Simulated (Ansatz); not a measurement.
# CH6OSi: the cost of one run

Computed with Ansatz 0.2.0, Gaussian basis. Level: PBE0-D4/def2-TZVP structures, single points in def2-TZVPP, no counterpoise correction.

Levels: SPW92, PBE-D4, BLYP-D4, r2SCAN-D4, B97M-V, PBE0-D4, B3LYP-D4, r2SCAN0-D4, BHLYP-D4, CAM-B3LYP-D4, wB97X-V, wB97M-V, B2PLYP, PBE-QIDH, RPA on PBE, Hartree-Fock, MP2, CCSD, CCSD(T).

Cores are frozen in the correlated methods. B3LYP uses VWN-RPA correlation. B2PLYP carries no dispersion term here.

95 further runs of the same task are left out: 2 that didn't finish, 93 set aside as unsound or not needed.

## 1. The system as given

The complex: 23 atoms, charge 0, spin multiplicity 1.

Atoms are counted from 1 here; the program's logs count them from 0.

Bond lengths: Si1–O2 1.648 Å, Si1–H9 1.489 Å, Si1–H10 1.479 Å, Si1–H11 1.489 Å, O2–C3 1.411 Å, C3–H12 1.096 Å, C3–H13 1.091 Å, C3–H14 1.095 Å, H4–Si5 1.491 Å, Si5–Si6 2.343 Å, Si5–Si7 2.338 Å, Si5–Si8 2.335 Å, Si6–H15 1.485 Å, Si6–H16 1.491 Å, Si6–H17 1.487 Å, Si7–H18 1.489 Å, Si7–H19 1.489 Å, Si7–H20 1.489 Å and more. Angles: O2–Si1–H9 109.9°, O2–Si1–H10 106.6°, O2–Si1–H11 110.8°, H9–Si1–H10 110.7°, H9–Si1–H11 108.3°, H10–Si1–H11 110.6°, Si1–O2–C3 121.7°, O2–C3–H12 111.4°, O2–C3–H13 108.3°, O2–C3–H14 111.2°, H12–C3–H13 108.5°, H12–C3–H14 108.8°, H13–C3–H14 108.6°, H4–Si5–Si6 110.8°, H4–Si5–Si7 108.3°, H4–Si5–Si8 109.2°, Si6–Si5–Si7 108.8°, Si6–Si5–Si8 111.3° and more.

Geometry (Å):

```xyz
23

Si   -0.0687    2.9827   -0.8741
O     0.3552    1.4396   -1.2692
C     1.4792    1.1632   -2.0759
H     1.4620   -1.1288   -0.0194
Si    0.1294   -1.2641    0.6362
Si   -1.5969   -0.9338   -0.9139
Si   -0.0442   -3.4270    1.5073
Si   -0.0155    0.2569    2.4013
H    -0.2563    3.7890   -2.1123
H    -1.3336    2.8906   -0.1130
H     0.9905    3.6285   -0.0514
H     1.4555    1.7410   -3.0068
H     1.4672    0.1016   -2.3268
H     2.4112    1.3857   -1.5452
H    -2.3195    0.3424   -0.6795
H    -2.5847   -2.0412   -0.7662
H    -1.0788   -0.9733   -2.3066
H    -0.0023   -4.4418    0.4186
H     1.0589   -3.7173    2.4639
H    -1.3396   -3.5676    2.2269
H     0.9735   -0.0723    3.4642
H    -1.3788    0.1952    2.9952
H     0.2363    1.6509    1.9468
```

Its parts: CH₆OSi holds atoms 1, 2, 3, 9, 10, 11, 12, 13, 14; Si₄H₁₀ holds atoms 4, 5, 6, 7, 8, 15, 16, 17, 18, 19, 20, 21, 22, 23. Each part counts its atoms afresh in its own runs.

## 2. Relaxing CH₆OSi alone

relax-a/in.yaml

```yaml
crystal:
  periodic: [false, false, false]
  atoms:
    - {symbol: Si, position_ang: [-0.068665, 2.982727, -0.874138]}
    - {symbol: O, position_ang: [0.355199, 1.439630, -1.269173]}
    - {symbol: C, position_ang: [1.479181, 1.163186, -2.075872]}
    - {symbol: H, position_ang: [-0.256254, 3.789024, -2.112346]}
    - {symbol: H, position_ang: [-1.333559, 2.890583, -0.113006]}
    - {symbol: H, position_ang: [0.990512, 3.628481, -0.051435]}
    - {symbol: H, position_ang: [1.455482, 1.741043, -3.006783]}
    - {symbol: H, position_ang: [1.467190, 0.101573, -2.326840]}
    - {symbol: H, position_ang: [2.411246, 1.385692, -1.545211]}
basis:
  gaussian: {orbitals: def2-TZVP}
hamiltonian: {xc: pbe0, dispersion: d4}
relax: {f_tol: 0.005, max_steps: 200}
```

The run is started by

```
ansatz run in.yaml --threads 4 --pin off --events-out ev --progress --plain --max-ram 46080MiB --backend cpu
```

Q: Estimate wall time and peak memory on 4 threads of AMD EPYC 7R13, shared host.

About 15 s, with a peak of 1.3 GiB.
